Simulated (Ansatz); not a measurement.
# C6H11B: the cost of one run

All numbers below are computed with Ansatz 0.2.0 (RKS PBE0/6-31G).

## 1. The starting structure

Bond lengths (14 of 17 bonds, heavy atoms first): B1–C2 1.589 Å, C2–C3 1.488 Å, C3–C4 1.441 Å, C2–C5 1.516 Å, C5–C6 1.371 Å, C6–C7 1.500 Å, B1–H8 1.186 Å, B1–H9 1.163 Å, C2–H10 1.136 Å, C3–H11 1.063 Å, C4–H12 1.089 Å, C4–H13 0.991 Å, C5–H14 1.049 Å, C6–H15 1.061 Å. Angles (14 of 27 angles, heavy atoms first): B1–C2–C3 107.6°, B1–C2–C5 112.0°, C3–C2–C5 108.7°, C2–C3–C4 121.6°, C2–C5–C6 123.2°, C5–C6–C7 123.0°, B1–C2–H10 106.9°, C3–C2–H10 109.7°, C5–C2–H10 111.9°, C2–B1–H8 115.8°, C2–B1–H9 120.2°, C2–C3–H11 121.8°, C4–C3–H11 116.6°, C3–C4–H12 117.0°.

Structure file:

```xyz
18

B    -1.0165   -1.7568    0.1843
C     0.1003   -0.6404    0.0108
C     1.2706   -1.2745   -0.6554
C     2.6138   -0.8061   -0.4282
C    -0.3793    0.5139   -0.8465
C    -0.9831    1.6319   -0.3309
C    -1.1870    1.8459    1.1400
H    -1.6202   -2.0396   -0.7965
H    -0.9879   -2.4766    1.0974
H     0.3918   -0.3004    1.0552
H     1.1580   -2.0840   -1.3358
H     2.7368    0.0207    0.2701
H     3.3357   -1.2451   -0.9470
H    -0.3213    0.4535   -1.8926
H    -1.3301    2.3614   -1.0195
H    -1.8104    1.0493    1.5812
H    -0.2311    1.9451    1.6681
H    -1.7776    2.8130    1.2971
```

## 2. Preparing the start

The input, input.yaml:

```yaml
crystal:
  periodic: [false, false, false]
  atoms:
    - { symbol: B, position_ang: [-1.0165, -1.7568, 0.1843] }
    - { symbol: C, position_ang: [0.1003, -0.6404, 0.0108] }
    - { symbol: C, position_ang: [1.2706, -1.2745, -0.6554] }
    - { symbol: C, position_ang: [2.6138, -0.8061, -0.4282] }
    - { symbol: C, position_ang: [-0.3793, 0.5139, -0.8465] }
    - { symbol: C, position_ang: [-0.9831, 1.6319, -0.3309] }
    - { symbol: C, position_ang: [-1.187, 1.8459, 1.14] }
    - { symbol: H, position_ang: [-1.6202, -2.0396, -0.7965] }
    - { symbol: H, position_ang: [-0.9879, -2.4766, 1.0974] }
    - { symbol: H, position_ang: [0.3918, -0.3004, 1.0552] }
    - { symbol: H, position_ang: [1.158, -2.084, -1.3358] }
    - { symbol: H, position_ang: [2.7368, 0.0207, 0.2701] }
    - { symbol: H, position_ang: [3.3357, -1.2451, -0.947] }
    - { symbol: H, position_ang: [-0.3213, 0.4535, -1.8926] }
    - { symbol: H, position_ang: [-1.3301, 2.3614, -1.0195] }
    - { symbol: H, position_ang: [-1.8104, 1.0493, 1.5812] }
    - { symbol: H, position_ang: [-0.2311, 1.9451, 1.6681] }
    - { symbol: H, position_ang: [-1.7776, 2.813, 1.2971] }
basis:
  gaussian: { orbitals: "6-31G" }
hamiltonian:
  xc: pbe0
relax:
  f_tol: 0.02
  max_steps: 40
scf:
  lower_state_search: "off"
output:
  orbitals: {}
```

The run is started by

```
> ansatz run input.yaml --threads 1 --pin off --max-ram 2048MiB --backend cpu --events-out ev --progress --plain --runs-dir out
```

**Question.** How long does this run take on 1 thread of Intel Xeon 6975P-C (Granite Rapids), shared host, and how much memory does it need?

About 2 min, with a peak of 0.2 GiB.
